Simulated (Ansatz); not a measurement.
# C2H9AlBN: a ladder of functionals and wavefunction methods

An exercise on one series of results from a longer session: the logs are not shown, and one member is left open.

Method: functionals in def2-TZVPP, the program's frozen cores in correlated methods; program: Ansatz 0.2.0, Gaussian basis.

Plan: LDA (SPW92), PBE-D4, revPBE-D4, BLYP-D4, r2SCAN-D4, B97M-V, PBE0-D4, B3LYP-D4, r2SCANh-D4, r2SCAN0-D4, HSE06-D4, BHLYP-D4, CAM-B3LYP-D4, LC-ωPBE, ωB97X-V, ωB97M-V, B2PLYP, PBE-QIDH; CCSD(T)/def2-SVP; CCSD(T)/def2-TZVPP; MP2/def2-QZVPP; extrapolation to the limit; RPA on PBE.

### The relaxed structure

All runs share one geometry, relaxed beforehand with PBE0-D4 in a triple-zeta def2 set.

SMILES `CB[NH][AlH][CH3]`, 14 atoms, charge 0, spin multiplicity 1.

Atoms are counted from 1 here; the program's logs count them from 0.

Bond lengths: C1–B2 1.569 Å, C1–H6 1.092 Å, C1–H7 1.096 Å, C1–H8 1.096 Å, B2–N3 1.413 Å, B2–H9 1.207 Å, N3–Al4 1.805 Å, N3–H10 1.012 Å, Al4–C5 1.948 Å, Al4–H11 1.582 Å, C5–H12 1.093 Å, C5–H13 1.095 Å, C5–H14 1.095 Å. Angles: B2–C1–H6 115.5°, B2–C1–H7 109.7°, B2–C1–H8 109.7°, H6–C1–H7 108.2°, H6–C1–H8 108.2°, H7–C1–H8 105.1°, C1–B2–N3 123.7°, C1–B2–H9 118.6°, N3–B2–H9 117.7°, B2–N3–Al4 131.4°, B2–N3–H10 113.3°, Al4–N3–H10 115.3°, N3–Al4–C5 118.0°, N3–Al4–H11 119.5°, C5–Al4–H11 122.5°, Al4–C5–H12 113.4°, Al4–C5–H13 110.8°, Al4–C5–H14 110.8° and more.

As a file:

```xyz
14

C    -2.4747    0.1340   -0.3780
B    -1.3052   -0.6742   -1.0419
N     0.0444   -0.5750   -0.6357
Al    0.8335    0.4105    0.6541
C     2.7610    0.2469    0.8795
H    -2.1833    0.7972    0.4394
H    -2.9874    0.7342   -1.1386
H    -3.2356   -0.5591   -0.0008
H    -1.5643   -1.4243   -1.9513
H     0.6685   -1.1654   -1.1714
H    -0.0498    1.3672    1.5526
H     3.2197   -0.4629    0.1867
H     3.2521    1.2154    0.7369
H     3.0082   -0.0736    1.8971
```

The first run:

in.yaml reads:

```yaml
crystal:
  periodic: [false, false, false]
  atoms:
    - {symbol: C, position_ang: [-2.474655, 0.133956, -0.378023]}
    - {symbol: B, position_ang: [-1.305194, -0.674248, -1.041854]}
    - {symbol: N, position_ang: [0.044402, -0.574955, -0.635689]}
    - {symbol: Al, position_ang: [0.833503, 0.410542, 0.654103]}
    - {symbol: C, position_ang: [2.761025, 0.246934, 0.879545]}
    - {symbol: H, position_ang: [-2.183304, 0.797203, 0.439403]}
    - {symbol: H, position_ang: [-2.987388, 0.734173, -1.138623]}
    - {symbol: H, position_ang: [-3.235553, -0.559144, -0.000836]}
    - {symbol: H, position_ang: [-1.564320, -1.424340, -1.951293]}
    - {symbol: H, position_ang: [0.668458, -1.165376, -1.171432]}
    - {symbol: H, position_ang: [-0.049767, 1.367203, 1.552600]}
    - {symbol: H, position_ang: [3.219701, -0.462924, 0.186736]}
    - {symbol: H, position_ang: [3.252097, 1.215448, 0.736936]}
    - {symbol: H, position_ang: [3.008193, -0.073575, 1.897127]}
basis:
  gaussian: {orbitals: def2-TZVPP}
hamiltonian: {xc: lda}
output: {orbitals: {seedname: orbitals}}
```

Among the steps run: LDA; PBE-D4 (GGA); revPBE-D4 (GGA); BLYP-D4 (GGA); r2SCAN-D4 (meta-GGA); B97M-V (meta-GGA); PBE0-D4 (hybrid); B3LYP-D4 (hybrid); r2SCANh-D4 (hybrid); r2SCAN0-D4 (hybrid); HSE06-D4 (hybrid); BHLYP-D4 (hybrid); CAM-B3LYP-D4 (range-separated); LC-ωPBE (range-separated); ωB97X-V (range-separated); ωB97M-V (range-separated); B2PLYP (double hybrid); PBE-QIDH (double hybrid).

One of the session's tables, all rows but one given; the rest of the session is left out.

It belongs to the step «Frontier levels by functional». 

```
  functional  HOMO (eV)  gap (eV)
 LDA (SPW92)      -6.80      4.94
      PBE-D4          ?         ?
   revPBE-D4      -6.71      5.22
     BLYP-D4      -6.69      5.20
   r2SCAN-D4      -7.05      5.81
      B97M-V      -7.14      5.72
     PBE0-D4      -8.11      7.32
    B3LYP-D4      -7.93      6.92
  r2SCANh-D4      -7.55      6.59
  r2SCAN0-D4      -8.31      7.73
    HSE06-D4      -7.71      6.55
    BHLYP-D4      -9.34      9.35
CAM-B3LYP-D4      -9.54      9.67
     LC-ωPBE     -10.91     12.16
     ωB97X-V     -10.56     11.67
     ωB97M-V     -10.38     11.18
```

Q: Estimate the row for PBE-D4 from the others.

The run gave: HOMO (eV): -6.75; gap (eV): 5.14. In the column «HOMO (eV)» it lies between LDA (SPW92) (-6.80) and revPBE-D4 (-6.71).
